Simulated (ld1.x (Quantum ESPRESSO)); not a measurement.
# Si: an ultrasoft potential and its near relatives, part 1 of 2

One potential is built and tested. Then a few of its settings are changed, to learn what that costs or gains.

The numbers are computed with ld1.x (Quantum ESPRESSO) 7.5 (PBE, non-relativistic, spin-unpolarised reference atom).

3 further runs of the same task are left out: 2 that didn't finish, 1 set aside as unsound or not needed.

### 1 Starting point

The settings as typed:

```json
{"element": "silicon (Si, Z = 14)", "type": "ultrasoft", "frozen core": "[Ne]", "valence charge": "4", "reference configuration": "3s1 3p3", "partial waves": "3s (bound): rcut 1.45, rcutus 1.70 bohr; 3s channel at 0.2 Ry: rcut 1.45, rcutus 1.70 bohr; 3p (bound): rcut 1.60, rcutus 1.90 bohr; 3p channel at 0.1 Ry: rcut 1.60, rcutus 1.90 bohr", "local potential": "all-electron potential smoothed inside 1.30 bohr (lloc = -1)", "core correction": "a·sin(br)/r model core inside 0.85 bohr", "augmentation charge": "PSQ, radius 1.60 bohr"}
```

The nodes and maxima of the atom's own shells, from an earlier all-electron run, set the scale for the radii.

All-electron outer shells of the reference configuration (PBE, non-relativistic, ld1.x):

| shell | level (eV) | outermost node (bohr) | outermost maximum (bohr) |
| --- | --- | --- | --- |
| 2s | -140.48 | 0.15 | 0.45 |
| 2p | -97.22 | – | 0.39 |
| 3s | -11.51 | 0.72 | 1.77 |
| 3p | -4.67 | 0.72 | 2.11 |

### 2 Generation of the first potential

Si.in reads:

```
 &input
   title='Si', zed=14., rel=0, dft='PBE', iswitch=3,
   config='[Ne] 3s1 3p3',
   nld=2, rlderiv=2.05, eminld=-3.0, emaxld=5.0, deld=0.02
 /
 &inputp
   pseudotype=3, tm=.true., lloc=-1, rcloc=1.30,
   nlcc=.true., rcore=0.85,
   which_augfun='PSQ', rmatch_augfun=1.60,
   file_pseudopw='Si.UPF', file_wfcaegen='ae.wfc', file_wfcncgen='nc.wfc', file_beta='beta', file_chi='chi', file_wfcusgen='us.wfc'
 /
4
3S  1  0   1.00   0.00  1.45  1.70  0.0
3S  1  0   0.00   0.20  1.45  1.70  0.0
3P  2  1   3.00   0.00  1.60  1.90  0.0
3P  2  1   0.00   0.10  1.60  1.90  0.0
 &test
   configts(1)='3s1 3p3'
 /
```

Command:

```
ld1.x < Si.in > Si.out
```

What the program wrote to Si.out (without the banner and most projector matrices):

```text
     Program LD1 v.7.5
     --------------------------- All-electron run ----------------------------

     Si

     atomic number is 14.00
     dft =PBE   lsd =0 sic =0 latt =0  beta=0.20 tr2=1.0E-14
     Exchange-correlation= PBE
                           (   1   4   3   4   0   0   0)
     mesh =1141 r(mesh) = 100.57892 a.u. xmin = -7.00 dx = 0.01250
     1 Ry =  13.60569312 eV

     n l     nl                  e(Ry)          e(Ha)          e(eV)
     1 0     1S 1( 2.00)      -131.0389       -65.5194     -1782.8748
     2 0     2S 1( 2.00)       -10.3249        -5.1625      -140.4780
     2 1     2P 1( 6.00)        -7.1452        -3.5726       -97.2151
     3 0     3S 1( 1.00)        -0.8458        -0.4229       -11.5078
     3 1     3P 1( 3.00)        -0.3434        -0.1717        -4.6724

     final scf error:  3.9E-15 reached in  24 iterations

     Etot =    -577.910164 Ry,    -288.955082 Ha,   -7862.868347 eV

     Ekin =     577.048291 Ry,     288.524145 Ha,    7851.141959 eV
     Encl =   -1376.247689 Ry,    -688.123844 Ha,  -18724.803714 eV
     Eh   =     262.384832 Ry,     131.192416 Ha,    3569.927504 eV
     Exc  =     -41.095598 Ry,     -20.547799 Ha,    -559.134095 eV

     normalization and overlap integrals

     s(1S/1S) =  1.000000  <r> =   0.1116  <r2> =    0.0168  r(max) =   0.0732
     s(2S/2S) =  1.000000  <r> =   0.5696  <r2> =    0.3877  r(max) =   0.4543
     s(2P/2P) =  1.000000  <r> =   0.5377  <r2> =    0.3647  r(max) =   0.3861
     s(3S/3S) =  1.000000  <r> =   2.1406  <r2> =    5.3298  r(max) =   1.7744
     s(3P/3P) =  1.000000  <r> =   2.7077  <r2> =    8.7845  r(max) =   2.1137

     ------------------------ End of All-electron run ------------------------

     --------------------- Generating US pseudopotential ---------------------

      Generating local potential from pseudized AE potential:
      Matching radius rcloc =   1.3000

      Local pseudo, rcloc= 1.298 Estimated cut-off energy=    14.18 Ry

      Computing core charge for nlcc:

       r > 0.86 : true rho core
       r < 0.86 : rho core = a sin(br)/r    a=   9.70  b=   3.02

      Integrated core pseudo-charge :   3.87
      Wfc-us  3S rcutus= 1.709  Estimated cut-off energy=    15.00 Ry
      Wfc-us  3S rcutus= 1.709  Estimated cut-off energy=    16.68 Ry
      Wfc-us  3P rcutus= 1.889  Estimated cut-off energy=    20.59 Ry
      Wfc-us  3P rcutus= 1.889  Estimated cut-off energy=    21.29 Ry

     Q pseudized with Bessel functions
     Expected ecutrho=     106.6428 due to l1=  1   l2=  1

     ------------------- End of pseudopotential generation -------------------

     [... the all-electron block is printed once more ...]


     Computing logarithmic derivative in   2.04871
     Computing logarithmic derivative in   2.04871
     Computing the partial wave expansion
     R is outside the sphere for l=    0 j= 0.00
     R is outside the sphere for l=    0 j= 0.00
     R is outside the sphere for l=    1 j= 0.00
     R is outside the sphere for l=    1 j= 0.00

     ---------------------- Testing the pseudopotential ----------------------

     Si

     atomic number is 14.00   valence charge is  4.00
     dft =PBE   lsd =0 sic =0 latt =0  beta=0.20 tr2=1.0E-14
     mesh =1141 r(mesh) = 100.57892 xmin = -7.00 dx = 0.01250

     n l     nl             e AE (Ry)        e PS (Ry)    De AE-PS (Ry)
     1 0     3S   1( 1.00)       -0.84581       -0.84581        0.00000
     2 1     3P   1( 3.00)       -0.34342       -0.34342        0.00000

     eps = 7.4E-25  iter =  1

     Etot =    -577.910164 Ry,    -288.955082 Ha,   -7862.868347 eV
     Etotps =   -13.217178 Ry,      -6.608589 Ha,    -179.828874 eV

     Ekin =       3.042000 Ry,       1.521000 Ha,      41.388514 eV
     Encl =     -15.680687 Ry,      -7.840344 Ha,    -213.346617 eV
     Ehrt =       5.664817 Ry,       2.832408 Ha,      77.073757 eV
     Ecxc =      -8.350154 Ry,      -4.175077 Ha,    -113.609633 eV
     (Ecc =      -6.161980 Ry,      -3.080990 Ha,     -83.838004 eV)
     Epseu=       2.106846 Ry,       1.053423 Ha,      28.665106 eV

     ---------------------- End of pseudopotential test ----------------------
```

Run time: 1.2 s. Hardware: 1 thread, shared host. (Generation and the later configuration tests together.)

Partial waves on a coarse radial grid (AE all-electron, PS pseudo):

| r (bohr) | 3p AE | 3p PS |
| --- | --- | --- |
| 0.095 | -0.0974 | 0.0044 |
| 0.190 | -0.2126 | 0.0175 |
| 0.285 | -0.2648 | 0.0388 |
| 0.380 | -0.2567 | 0.0674 |
| 0.475 | -0.2071 | 0.1022 |
| 0.570 | -0.1332 | 0.1421 |
| 0.665 | -0.0475 | 0.1857 |
| 0.760 | 0.0416 | 0.2315 |
| 0.855 | 0.1286 | 0.2782 |
| 0.950 | 0.2105 | 0.3247 |
| 1.045 | 0.2854 | 0.3698 |
| 1.140 | 0.3523 | 0.4127 |
| 1.235 | 0.4113 | 0.4527 |
| 1.330 | 0.4625 | 0.4893 |
| 1.425 | 0.5063 | 0.5223 |
| 1.520 | 0.5430 | 0.5513 |
| 1.615 | 0.5729 | 0.5764 |
| 1.710 | 0.5963 | 0.5973 |
| 1.805 | 0.6138 | 0.6139 |
| 1.900 | 0.6259 | 0.6259 |
| 1.995 | 0.6332 | 0.6332 |
| 2.090 | 0.6363 | 0.6363 |
| 2.185 | 0.6357 | 0.6357 |
| 2.280 | 0.6319 | 0.6319 |
| 2.375 | 0.6252 | 0.6252 |
| 2.470 | 0.6163 | 0.6163 |

### 3 Testing the new file in other configurations

Si.test.in reads:

```
 &input
   title='Si', zed=14., rel=0, dft='PBE', iswitch=2,
   config='[Ne] 3s1 3p3'
 /
 &test
   file_pseudo='Si.UPF', nconf=8,
   configts(1)='3s1 3p3',
   configts(2)='3s2 3p2',
   configts(3)='3s2 3p1',
   configts(4)='3s2 3p0',
   configts(5)='3s1 3p2',
   configts(6)='3s2 3p1.5',
   configts(7)='3s2 3p2.3',
   configts(8)='3s0 3p4'
 /
```

Command:

```
ld1.x < Si.test.in > Si.test.out
```

Si.test.out, the pseudopotential blocks:

```text
     ---------------------- Testing the pseudopotential ----------------------

     Si

     atomic number is 14.00   valence charge is  4.00
     dft =PBE   lsd =0 sic =0 latt =0  beta=0.20 tr2=1.0E-14
     mesh =1141 r(mesh) = 100.57892 xmin = -7.00 dx = 0.01250

     n l     nl             e AE (Ry)        e PS (Ry)    De AE-PS (Ry)
     1 0     3S   1( 1.00)       -0.84581       -0.84581       -0.00000
     2 1     3P   1( 3.00)       -0.34342       -0.34342       -0.00000

     eps = 1.1E-16  iter =  1

     Etot =    -577.910164 Ry,    -288.955082 Ha,   -7862.868349 eV
     Etotps =   -13.217178 Ry,      -6.608589 Ha,    -179.828874 eV

     Ekin =       3.042000 Ry,       1.521000 Ha,      41.388514 eV
     Encl =     -15.680687 Ry,      -7.840344 Ha,    -213.346617 eV
     Ehrt =       5.664817 Ry,       2.832408 Ha,      77.073756 eV
     Ecxc =      -8.350154 Ry,      -4.175077 Ha,    -113.609633 eV
     (Ecc =      -6.161980 Ry,      -3.080990 Ha,     -83.838004 eV)
     Epseu=       2.106846 Ry,       1.053423 Ha,      28.665105 eV

     ---------------------- End of pseudopotential test ----------------------

     ---------------------- Testing the pseudopotential ----------------------

     Si

     [...]
     n l     nl             e AE (Ry)        e PS (Ry)    De AE-PS (Ry)
     1 0     3S   1( 2.00)       -0.79146       -0.79116       -0.00030
     2 1     3P   1( 2.00)       -0.30064       -0.30060       -0.00004

     eps = 1.6E-15  iter =  9

     Etot =    -578.406931 Ry,    -289.203465 Ha,   -7869.627198 eV
     Etotps =   -13.713814 Ry,      -6.856907 Ha,    -186.585939 eV
     dEtot_ae =      -0.496766 Ry
     dEtot_ps =      -0.496635 Ry,   Delta E=      -0.000131 Ry

     [...]
     ---------------------- End of pseudopotential test ----------------------

     ---------------------- Testing the pseudopotential ----------------------

     Si

     [...]
     n l     nl             e AE (Ry)        e PS (Ry)    De AE-PS (Ry)
     1 0     3S   1( 2.00)       -1.39536       -1.39497       -0.00039
     2 1     3P   1( 1.00)       -0.85753       -0.85730       -0.00024

     eps = 7.9E-16  iter =  9

     Etot =    -577.837248 Ry,    -288.918624 Ha,   -7861.876270 eV
     Etotps =   -13.144255 Ry,      -6.572128 Ha,    -178.836705 eV
     dEtot_ae =       0.072916 Ry
     dEtot_ps =       0.072923 Ry,   Delta E=      -0.000007 Ry

     [...]
     ---------------------- End of pseudopotential test ----------------------

     ---------------------- Testing the pseudopotential ----------------------

     Si

     [...]
     n l     nl             e AE (Ry)        e PS (Ry)    De AE-PS (Ry)
     1 0     3S   1( 2.00)       -2.09304       -2.09272       -0.00032
     2 1     3P   1( 0.00)       -1.50788       -1.50734       -0.00054

     eps = 4.0E-15  iter = 10

     Etot =    -576.660892 Ry,    -288.330446 Ha,   -7845.871128 eV
     Etotps =   -11.968277 Ry,      -5.984138 Ha,    -162.836700 eV
     dEtot_ae =       1.249273 Ry
     dEtot_ps =       1.248902 Ry,   Delta E=       0.000371 Ry

     [...]
     ---------------------- End of pseudopotential test ----------------------

     ---------------------- Testing the pseudopotential ----------------------

     Si

     [...]
     n l     nl             e AE (Ry)        e PS (Ry)    De AE-PS (Ry)
     1 0     3S   1( 1.00)       -1.44842       -1.44855        0.00014
     2 1     3P   1( 2.00)       -0.90330       -0.90330       -0.00000

     eps = 3.9E-15  iter =  9

     Etot =    -577.295692 Ry,    -288.647846 Ha,   -7854.508020 eV
     Etotps =   -12.602704 Ry,      -6.301352 Ha,    -171.468528 eV
     dEtot_ae =       0.614473 Ry
     dEtot_ps =       0.614474 Ry,   Delta E=      -0.000001 Ry

     [...]
     ---------------------- End of pseudopotential test ----------------------

     ---------------------- Testing the pseudopotential ----------------------

     Si

     [...]
     n l     nl             e AE (Ry)        e PS (Ry)    De AE-PS (Ry)
     1 0     3S   1( 2.00)       -1.07906       -1.07871       -0.00035
     2 1     3P   1( 1.50)       -0.56500       -0.56488       -0.00012

     eps = 3.6E-15  iter =  7

     Etot =    -578.191828 Ry,    -289.095914 Ha,   -7866.700578 eV
     Etotps =   -13.498749 Ry,      -6.749374 Ha,    -183.659833 eV
     dEtot_ae =      -0.281664 Ry
     dEtot_ps =      -0.281570 Ry,   Delta E=      -0.000093 Ry

     [...]
     ---------------------- End of pseudopotential test ----------------------

     ---------------------- Testing the pseudopotential ----------------------

     Si

     [...]
     n l     nl             e AE (Ry)        e PS (Ry)    De AE-PS (Ry)
     1 0     3S   1( 2.00)       -0.63640       -0.63614       -0.00027
     2 1     3P   1( 2.30)       -0.15878       -0.15878       -0.00000

     eps = 6.6E-15  iter = 10

     Etot =    -578.475486 Ry,    -289.237743 Ha,   -7870.559947 eV
     Etotps =   -13.782362 Ry,      -6.891181 Ha,    -187.518587 eV
     dEtot_ae =      -0.565322 Ry
     dEtot_ps =      -0.565183 Ry,   Delta E=      -0.000139 Ry

     [...]
     ---------------------- End of pseudopotential test ----------------------

     ---------------------- Testing the pseudopotential ----------------------

     Si

     [...]
     n l     nl             e AE (Ry)        e PS (Ry)    De AE-PS (Ry)
     1 0     3S   1( 0.00)       -0.89442       -0.89473        0.00031
     2 1     3P   1( 4.00)       -0.38203       -0.38209        0.00006

     eps = 7.1E-17  iter =  9

     Etot =    -577.402666 Ry,    -288.701333 Ha,   -7855.963479 eV
     Etotps =   -12.709554 Ry,      -6.354777 Ha,    -172.922287 eV
     dEtot_ae =       0.507499 Ry
     dEtot_ps =       0.507625 Ry,   Delta E=      -0.000126 Ry

     [...]
     ---------------------- End of pseudopotential test ----------------------
```

The tests as a table, with energies relative to 3s1 3p3.

```csv
valence configuration,charge,ΔE all-electron (eV),error AE − PS (meV)
3s2 3p2,0,-6.759,-1.8
3s2 3p1,+1,0.992,-0.1
3s2 3p0,+2,16.997,+5.0
3s1 3p2,+1,8.360,0.0
3s2 3p1.5,+0.5,-3.832,-1.3
3s2 3p2.3,-0.3,-7.692,-1.9
3s0 3p4,0,6.905,-1.7
```

(Continued in part 2 of 2.)
